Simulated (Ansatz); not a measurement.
# GaH₄OSi radical: up Jacob's ladder to CCSD(T)

How much do the methods differ for GaH₄OSi radical? The plan is to run it at one geometry with functionals of several rungs and with coupled cluster. The yardstick is the atomisation energy at the CCSD(T) limit.

Method: functionals in def2-TZVPP, the program's frozen cores in correlated methods; program: Ansatz 0.2.0, Gaussian basis.

The runs, in order: LDA (SPW92), PBE-D4, revPBE-D4, BLYP-D4, r2SCAN-D4, B97M-V, PBE0-D4, B3LYP-D4, r2SCANh-D4, r2SCAN0-D4, HSE06-D4, BHLYP-D4, CAM-B3LYP-D4, LC-ωPBE, ωB97X-V, ωB97M-V, B2PLYP, PBE-QIDH; CCSD(T)/def2-SVP; CCSD(T)/def2-TZVPP; MP2/def2-QZVPP; extrapolation to the limit; RPA on PBE.

## 1. The relaxed structure

All runs share one geometry, relaxed beforehand with PBE0-D4 in a triple-zeta def2 set.

SMILES `[SiH3][O][GaH]`, 7 atoms, charge 0, spin multiplicity 2.

Atoms are counted from 1 here; the program's logs count them from 0.

Bond lengths: Si1–O2 1.632 Å, Si1–H4 1.488 Å, Si1–H5 1.491 Å, Si1–H6 1.488 Å, O2–Ga3 1.793 Å, Ga3–H7 1.605 Å. Angles: O2–Si1–H4 109.9°, O2–Si1–H5 111.5°, O2–Si1–H6 109.9°, H4–Si1–H5 108.4°, H4–Si1–H6 108.7°, H5–Si1–H6 108.3°, Si1–O2–Ga3 142.9°, O2–Ga3–H7 113.7°.

Coordinates:

```xyz
7

Si   -0.90713    0.57666   -0.24448
O     0.28171   -0.37545    0.34041
Ga    1.97228   -0.89575    0.04779
H    -2.09897   -0.24830   -0.57867
H    -0.47374    1.29736   -1.47581
H    -1.29571    1.58646    0.77632
H     2.52155   -1.94097    1.13445
```

## 2. LDA

This LDA is Slater exchange with PW92 correlation.

The input, in.yaml:

```yaml
crystal:
  periodic: [false, false, false]
  atoms:
    - {symbol: Si, position_ang: [-0.907133, 0.576662, -0.244480]}
    - {symbol: O, position_ang: [0.281715, -0.375450, 0.340405]}
    - {symbol: Ga, position_ang: [1.972279, -0.895755, 0.047791]}
    - {symbol: H, position_ang: [-2.098965, -0.248305, -0.578669]}
    - {symbol: H, position_ang: [-0.473737, 1.297357, -1.475813]}
    - {symbol: H, position_ang: [-1.295708, 1.586461, 0.776321]}
    - {symbol: H, position_ang: [2.521549, -1.940970, 1.134446]}
basis:
  gaussian: {orbitals: def2-TZVPP}
magnetization: {spin_polarized: true, initial_magnetization: 1}
hamiltonian: {xc: lda}
output: {orbitals: {seedname: orbitals}}
```

Further steps of the session: PBE-D4 (GGA); revPBE-D4 (GGA); BLYP-D4 (GGA); r2SCAN-D4 (meta-GGA); B97M-V (meta-GGA); PBE0-D4 (hybrid); B3LYP-D4 (hybrid); r2SCANh-D4 (hybrid); r2SCAN0-D4 (hybrid); HSE06-D4 (hybrid); BHLYP-D4 (hybrid); CAM-B3LYP-D4 (range-separated); LC-ωPBE (range-separated); ωB97X-V (range-separated); ωB97M-V (range-separated); B2PLYP (double hybrid); PBE-QIDH (double hybrid); CCSD(T) in def2-SVP; CCSD(T) in def2-TZVPP; MP2 in def2-QZVPP; RPA on PBE orbitals.

Q: Predict the results of all the runs planned. Wanted: atomisation energy, CCSD(T)/CBS; farthest beyond LDA; mean size of error, GGA; mean size of error, meta-GGA; mean size of error, hybrid; mean size of error, range-separated; mean size of error, double hybrid; gap, smallest and largest; T1 diagnostic.

The runs gave:

| quantity | value |
| --- | --- |
| atomisation energy, CCSD(T)/CBS | 2030.3 kJ/mol |
| functionals within 20.3 kJ/mol (1.0 %) | r2SCAN-D4, B97M-V, B3LYP-D4, r2SCANh-D4, CAM-B3LYP-D4, ωB97X-V, ωB97M-V |
| farthest beyond LDA | revPBE-D4 (-64.2 kJ/mol) |
| mean size of error, GGA | 37.3 kJ/mol |
| mean size of error, meta-GGA | 7.7 kJ/mol |
| mean size of error, hybrid | 31.3 kJ/mol |
| mean size of error, range-separated | 11.0 kJ/mol |
| mean size of error, double hybrid | 29.2 kJ/mol |
| gap, smallest and largest | 0.97 eV (LDA (SPW92)), 8.13 eV (LC-ωPBE) |
| T1 diagnostic | 0.0162 |
| triples share of the correlation energy | 3.6 % |

What this shows: The LDA atomisation energy is off by 243.4 kJ/mol (12 %): it overbinds. PBE-D4 misses by -21.9 kJ/mol. Double hybrids carry the basis error of their MP2 part in triple zeta, and no dispersion term here, so their miss is partly the set-up's. The rungs meta-GGA, range-separated miss on average by less than the doubt on the reference (20.3 kJ/mol), so they tie. The reference freezes the cores and leaves out relativity and excitations past (T), and its outer-core shells are covered unevenly, so misses under about 20.3 kJ/mol can't be ranked. Hartree-Fock recovers 74 % of the binding; the rest is correlation. CCSD(T) in def2-SVP is off by -146.6 kJ/mol, so the small basis spoils what the method gains. Orbital gaps span 1.0 to 8.1 eV; exact exchange widens them. Correlated methods include outer-core shells of Ga, which these sets cover unevenly.
